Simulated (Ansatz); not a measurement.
Set up this calculation in Ansatz 0.2.0, as the native input.

* Task: density of states
* Functional: PBEsol
* Potentials or basis: all-electron PAW datasets made for the crystal
* Cutoff: 240 eV (chosen from the basis error)
* k mesh: 8 × 8 × 8
* Occupations: fermi-dirac, width 0.05 eV
* Spin: no spin polarisation

Crystal: GaGe.

```
CELL_PARAMETERS angstrom
0.00000 2.89784 2.89784
2.89784 0.00000 2.89784
2.89784 2.89784 0.00000
ATOMIC_POSITIONS crystal
Ge 0.00000 0.00000 0.00000
Ga 0.25000 0.25000 0.25000
```

The cell comes from a database or a generator and needn't be the stable form of this composition.

One way to write it, as run:

input.yaml

```yaml
crystal:
  lattice:
    - [0.0, 2.897844, 2.897844]
    - [2.897844, 0.0, 2.897844]
    - [2.897844, 2.897844, 0.0]
  atoms:
    - { symbol: Ge, position: [0.0, 0.0, 0.0] }
    - { symbol: Ga, position: [0.25, 0.25, 0.25] }
kpoints:
  mp_grid: { grid: [8, 8, 8] }
scf:
  occupations: { method: fermi_dirac, width: 0.05 }
hamiltonian:
  xc: pbesol
  pseudopotentials: { kind: all_electron, datasets: crystal }
output:
  forces: true
  stress: true
  eigenvalues: true
  dos: { projected: false, de: 0.1, e_range: [-20, 10] }
```

Potentials or basis: all-electron PAW datasets made for the crystal.

Launch:

```console
$ ansatz run input.yaml --threads 1 --pin off --max-ram 3072MiB --backend cpu --events-out ev --progress --plain --runs-dir out
```

It gave:

| Item | Value |
| --- | --- |
| Pressure | -2.4 GPa |
| Band gap on the k mesh | none (metal or under the smearing width) |

Caveat: the program warned that the printed levels may be off, so bands, gaps and densities of states are rough.

Wall time 13 s on 1 thread of Arm Neoverse N1 (shared host), peak memory 0.51 GiB.
